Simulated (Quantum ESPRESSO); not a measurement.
Write the native input for Quantum ESPRESSO 7.5 that does the following.

* Task: work function
* Functional: PBE
* Potentials or basis: PseudoDojo 0.4.1 SR PBE standard
* Cutoff: 1088 eV
* Density cutoff: 4354 eV
* k mesh: 10 × 10 × 1
* Occupations: fermi-dirac, width 0.05 eV
* Spin: no spin polarisation
* Boundary across the vacuum: none
* Mixing mode: local-TF
* Mixing beta: 0.3
* Most SCF iterations: 150
* SCF threshold: 3e-09 Ry

GaS2, a sheet with vacuum:

```xyz
3
Lattice="2.5834 0.0000 0.0000 0.0000 2.5834 0.0000 0.0000 0.0000 34.3012" Properties=species:S:1:pos:R:3 pbc="T T T"
Ga    0.0000    0.0000    9.5001
S     0.0000    0.0000   11.9934
S     0.0000    0.0000    7.0067
```

The cell was built by a generator and needn't be a form met in nature.

These files were run (other wordings do the same):

pw.in

```
&CONTROL
  calculation = 'scf'
  prefix = 'pwscf'
  outdir = './tmp'
  pseudo_dir = './pseudo'
  tprnfor = .true.
  disk_io = 'low'
/
&SYSTEM
  ibrav = 0
  celldm(1) = 8
  nat = 3
  ntyp = 2
  ecutwfc = 80
  nbnd = 19
  occupations = 'smearing'
  smearing = 'fd'
  degauss = 0.00367493
/
&ELECTRONS
  conv_thr = 3d-09
  electron_maxstep = 150
  mixing_beta = 0.3
  mixing_mode = 'local-TF'
/
ATOMIC_SPECIES
Ga    69.7230 Ga.upf
S     32.0600 S.upf
CELL_PARAMETERS alat
  0.6102327223218   0.0000000000000   0.0000000000000
  0.0000000000000   0.6102327223218   0.0000000000000
  0.0000000000000   0.0000000000000   8.1024794939364
ATOMIC_POSITIONS crystal
Ga     0.0000000000    0.0000000000    0.2769600000
S      0.0000000000    0.0000000000    0.3496500000
S      0.0000000000    0.0000000000    0.2042700000
K_POINTS automatic
10 10 1 0 0 0
```

pp_density.in

```
&INPUTPP
  prefix = 'pwscf'
  outdir = './tmp'
  filplot = 'density.dat'
  plot_num = 0
/
&PLOT
  nfile = 1
  filepp(1) = 'density.dat'
  iflag = 3
  output_format = 6
  fileout = 'density.cube'
/
```

pp_potential.in

```
&INPUTPP
  prefix = 'pwscf'
  outdir = './tmp'
  filplot = 'potential.dat'
  plot_num = 11
/
&PLOT
  nfile = 1
  filepp(1) = 'potential.dat'
  iflag = 3
  output_format = 6
  fileout = 'potential.cube'
/
```

pp_elf.in

```
&INPUTPP
  prefix = 'pwscf'
  outdir = './tmp'
  filplot = 'elf.dat'
  plot_num = 8
/
&PLOT
  nfile = 1
  filepp(1) = 'elf.dat'
  iflag = 3
  output_format = 6
  fileout = 'elf.cube'
/
```

Potentials or basis: PseudoDojo 0.4.1 SR PBE standard.

Command:

```sh
$ OMP_NUM_THREADS=1 pw.x -in pw.in > pw.out
$ OMP_NUM_THREADS=1 pp.x -in pp_density.in > pp_density.out
$ OMP_NUM_THREADS=1 pp.x -in pp_potential.in > pp_potential.out
$ OMP_NUM_THREADS=1 pp.x -in pp_elf.in > pp_elf.out
```

Results of the run:

```json
{
 "Largest force": "0.043 eV/Å",
 "Band gap on the k mesh": "none (metal or under the smearing width)",
 "Work function of the upper face": "5.12 eV",
 "Work function of the lower face": "5.12 eV"
}
```

Run time: 3.4 min on 1 thread of Arm Neoverse V1, with other jobs on the host, peak memory 0.32 GiB.
